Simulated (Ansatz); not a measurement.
**CH₆AlNSi: basis-set convergence**

One table from this session's results is given with a row withheld; the runs are named, their logs left out.

Computed with Ansatz 0.2.0, Gaussian basis. Level: one geometry, several basis sets.

The runs, in order: PBE0-D4/def2-SVP; ωB97M-V/def2-SVP; PBE0-D4/def2-QZVPP; ωB97M-V/def2-QZVPP; the functionals' def2-TZVPP values are taken from earlier runs.

**The geometry**

The geometry comes from an earlier relaxation with PBE0-D4 in a triple-zeta def2 set; it is a stationary point, not always the lowest conformer.

SMILES `[AlH2][N]1C[SiH2]1`, 10 atoms, charge 0, spin multiplicity 1.

Atoms are counted from 1 here; the program's logs count them from 0.

Bond lengths: Al1–N2 1.764 Å, Al1–H5 1.584 Å, Al1–H6 1.585 Å, N2–C3 1.493 Å, N2–Si4 1.711 Å, C3–Si4 1.826 Å, C3–H7 1.089 Å, C3–H8 1.089 Å, Si4–H9 1.480 Å, Si4–H10 1.480 Å. Angles: N2–Al1–H5 117.0°, N2–Al1–H6 119.1°, H5–Al1–H6 123.9°, Al1–N2–C3 137.4°, Al1–N2–Si4 153.5°, C3–N2–Si4 69.1°, N2–C3–Si4 61.1°, N2–C3–H7 115.6°, N2–C3–H8 115.6°, Si4–C3–H7 120.8°, Si4–C3–H8 120.8°, H7–C3–H8 112.8°, N2–Si4–C3 49.8°, N2–Si4–H9 118.8°, N2–Si4–H10 118.8°, C3–Si4–H9 121.4°, C3–Si4–H10 121.4°, H9–Si4–H10 112.7°.

Set-up of the first run:

File in.yaml:

```yaml
crystal:
  periodic: [false, false, false]
  atoms:
    - {symbol: Al, position_ang: [-0.211763, 1.961451, 0.163836]}
    - {symbol: N, position_ang: [-0.004050, 0.219859, -0.027365]}
    - {symbol: C, position_ang: [-0.123911, -1.001756, 0.822939]}
    - {symbol: Si, position_ang: [0.364006, -1.188254, -0.927243]}
    - {symbol: H, position_ang: [0.051352, 2.862236, -1.111772]}
    - {symbol: H, position_ang: [-0.644219, 2.535351, 1.576132]}
    - {symbol: H, position_ang: [0.612861, -1.094755, 1.619329]}
    - {symbol: H, position_ang: [-1.132434, -1.250664, 1.149492]}
    - {symbol: H, position_ang: [-0.599562, -1.653236, -1.950365]}
    - {symbol: H, position_ang: [1.770820, -1.441533, -1.312183]}
basis:
  gaussian: {orbitals: def2-SVP}
hamiltonian: {xc: pbe0, dispersion: d4}
output: {orbitals: {seedname: orbitals}}
```

Run with:

```bash
> ansatz run in.yaml --threads 2 --pin off --events-out ev --progress --plain --max-ram 4352MiB
```

Steps of the session up to this table: PBE0-D4 in def2-SVP; ωB97M-V in def2-SVP; PBE0-D4 in def2-QZVPP; ωB97M-V in def2-QZVPP.

One table of the session follows, with a row left open; its other results are not shown here.

It belongs to the step «Density functionals: the series». 

| functional | basis | HOMO (eV) |
| --- | --- | --- |
| PBE0-D4 | def2-SVP | -7.18 |
| PBE0-D4 | def2-TZVPP | -7.24 |
| PBE0-D4 | def2-QZVPP | -7.25 |
| ωB97M-V | def2-SVP | -9.42 |
| ωB97M-V | def2-TZVPP | ? |
| ωB97M-V | def2-QZVPP | -9.53 |

**Question.** Estimate the row for ωB97M-V, def2-TZVPP.

As computed: HOMO (eV): -9.52. In the column «HOMO (eV)» it lies between ωB97M-V, def2-QZVPP (-9.53) and ωB97M-V, def2-SVP (-9.42).
